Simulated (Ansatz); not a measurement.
# CH₃FSSi: basis-set convergence

The task here is to estimate one member of a computed series from the others.

Program: Ansatz 0.2.0, Gaussian basis. Level of theory: one geometry, several basis sets. These are calculated values, not measurements.

Plan: PBE0-D4/def2-SVP; ωB97M-V/def2-SVP; PBE0-D4/def2-QZVPP; ωB97M-V/def2-QZVPP; the functionals' def2-TZVPP values are taken from earlier runs.

## Structure used throughout

The geometry comes from an earlier relaxation with PBE0-D4 in a triple-zeta def2 set; it is a stationary point, not always the lowest conformer.

SMILES `F[SiH]1CS1`, 7 atoms, charge 0, spin multiplicity 1.

Atoms are counted from 1 here; the program's logs count them from 0.

Bond lengths: F1–Si2 1.589 Å, Si2–C3 1.822 Å, Si2–S4 2.060 Å, Si2–H5 1.471 Å, C3–S4 1.891 Å, C3–H6 1.086 Å, C3–H7 1.086 Å. Angles: F1–Si2–C3 119.1°, F1–Si2–S4 120.4°, F1–Si2–H5 107.6°, C3–Si2–S4 57.9°, C3–Si2–H5 123.7°, S4–Si2–H5 121.4°, Si2–C3–S4 67.4°, Si2–C3–H6 119.6°, Si2–C3–H7 121.8°, S4–C3–H6 112.2°, S4–C3–H7 112.8°, H6–C3–H7 113.4°, Si2–S4–C3 54.7°.

Coordinates:

```mol
CH3FSSi
  3D, bonds by distance, orders not assigned

  7  7  0  0  0  0  0  0  0  0999 V2000
    0.4592   -1.7517   -1.1830 F   0  0
   -0.1256   -0.8704    0.0028 Si  0  0
    0.0273    0.9428   -0.0824 C   0  0
    1.1409    0.1807    1.2422 S   0  0
   -1.3098   -1.5656    0.5298 H   0  0
    0.5988    1.3950   -0.8878 H   0  0
   -0.7296    1.6013    0.3327 H   0  0
  1  2  8  0
  2  3  8  0
  3  4  8  0
  2  5  8  0
  3  6  8  0
  3  7  8  0
  2  4  8  0
M  END
```

Set-up of the first run:

in.yaml reads:

```yaml
crystal:
  periodic: [false, false, false]
  atoms:
    - {symbol: F, position_ang: [0.459243, -1.751701, -1.183024]}
    - {symbol: Si, position_ang: [-0.125605, -0.870448, 0.002839]}
    - {symbol: C, position_ang: [0.027273, 0.942771, -0.082401]}
    - {symbol: S, position_ang: [1.140944, 0.180708, 1.242221]}
    - {symbol: H, position_ang: [-1.309847, -1.565610, 0.529756]}
    - {symbol: H, position_ang: [0.598767, 1.394965, -0.887773]}
    - {symbol: H, position_ang: [-0.729574, 1.601314, 0.332683]}
basis:
  gaussian: {orbitals: def2-SVP}
hamiltonian: {xc: pbe0, dispersion: d4}
output: {orbitals: {seedname: orbitals}}
```

Command:

```console
$ ansatz run in.yaml --threads 2 --pin off --events-out ev --progress --plain --max-ram 4352MiB
```

Among the steps run: PBE0-D4 in def2-SVP; ωB97M-V in def2-SVP; PBE0-D4 in def2-QZVPP; ωB97M-V in def2-QZVPP.

One table of the session follows, with a row left open; its other results are not shown here.

```
functional       basis  HOMO (eV)  LUMO (eV)
   PBE0-D4    def2-SVP      -7.29       0.31
   PBE0-D4  def2-TZVPP          ?          ?
   PBE0-D4  def2-QZVPP      -7.40      -0.26
   ωB97M-V    def2-SVP      -9.43       2.43
   ωB97M-V  def2-TZVPP      -9.54       1.80
   ωB97M-V  def2-QZVPP      -9.58       1.26
```

Estimate the missing values for PBE0-D4, def2-TZVPP.

**Answer.** HOMO (eV): -7.37; LUMO (eV): -0.07. In the column «HOMO (eV)» it lies between PBE0-D4, def2-QZVPP (-7.40) and PBE0-D4, def2-SVP (-7.29).
